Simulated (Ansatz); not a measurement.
# TiGe6Mo2: the cost of one run

Method: DFT PBE, scalar-relativistic, plane waves, PAW, in Ansatz 0.2.0.

1 further run of the same task is left out (it didn't finish).

## 1. The system as given

The structure is tetragonal, space group I4/mmm (No. 139). Conventional cell: a = 3.553 Å, b = 3.553 Å, c = 26.285 Å, α = 90.00°, β = 90.00°, γ = 90.00°. Ti (site symmetry 4/mmm) is surrounded by 10 Ge at 2.88 to 2.96 Å. Around Ge (site symmetry 4mm) lie 5 Ge at 2.83 to 2.95 Å and 4 Ti at 2.88 Å and 1 Mo at 2.96 Å. Ge (site symmetry 4mm) is surrounded by 5 Ge at 2.83 to 2.95 Å and 5 Mo at 2.88 to 2.96 Å. Around Ge (site symmetry 4mm) lie 5 Ge at 2.83 to 2.95 Å and 4 Mo at 2.88 Å and 1 Ti at 2.96 Å. Mo (site symmetry 4mm) is surrounded by 10 Ge at 2.88 to 2.96 Å.

As a file:

```cif
data_structure
_symmetry_space_group_name_H-M 'P 1'
_symmetry_Int_Tables_number 1
_cell_length_a 13.3804
_cell_length_b 13.3804
_cell_length_c 13.3804
_cell_angle_alpha 164.739
_cell_angle_beta 164.739
_cell_angle_gamma 21.648
_cell_volume 165.95
loop_
_atom_site_label
_atom_site_type_symbol
_atom_site_fract_x
_atom_site_fract_y
_atom_site_fract_z
_atom_site_occupancy
Ti1 Ti 0.50000 0.50000 0.00000 1
Ge1 Ge 0.05389 0.05389 0.00000 1
Ge2 Ge 0.72056 0.72056 0.00000 1
Ge3 Ge 0.38722 0.38722 0.00000 1
Ge4 Ge 0.94611 0.94611 0.00000 1
Ge5 Ge 0.61278 0.61278 0.00000 1
Ge6 Ge 0.27944 0.27944 0.00000 1
Mo1 Mo 0.83333 0.83333 0.00000 1
Mo2 Mo 0.16667 0.16667 0.00000 1
```

The start is an ordering of an alloy on its end members' structure types: elements ordered on the sites of the Ge2Mo type, Ti/Mo on Mo (I4/mmm, No. 139).

## 2. A first look at the guess

Input file input.yaml:

```yaml
crystal:
  lattice:
    - [-1.77674147, 1.77674147, 13.14238113]
    - [1.77674147, -1.77674147, 13.14238113]
    - [1.77674147, 1.77674147, -13.14238113]
  atoms:
    - { symbol: Ti, position: [0.5, 0.5, 0.0] }
    - { symbol: Ge, position: [0.05389142, 0.05389142, 0.0] }
    - { symbol: Ge, position: [0.72055809, 0.72055809, 0.0] }
    - { symbol: Ge, position: [0.38722475, 0.38722475, 0.0] }
    - { symbol: Ge, position: [0.94610858, 0.94610858, 0.0] }
    - { symbol: Ge, position: [0.61277525, 0.61277525, 0.0] }
    - { symbol: Ge, position: [0.27944191, 0.27944191, 0.0] }
    - { symbol: Mo, position: [0.83333333, 0.83333333, 0.0] }
    - { symbol: Mo, position: [0.16666667, 0.16666667, 0.0] }
basis:
  ecutwfc: 420
kpoints:
  mp_grid: { grid: [6, 6, 6] }
hamiltonian:
  xc: pbe
scf:
  occupations: { method: gaussian, width: 0.1 }
  lower_state_search: "off"
output:
  forces: true
  stress: true
  eigenvalues: true
```

On the command line:

```bash
$ ansatz run input.yaml --threads 4 --pin off --max-ram 8192MiB --backend cpu --events-out ev --progress --plain --runs-dir out
```

**Question.** How long does this run take on 4 threads of Intel Xeon 6975P-C (Granite Rapids), shared host, and how much memory does it need?

About 2.6 s, with a peak of 0.81 GiB.
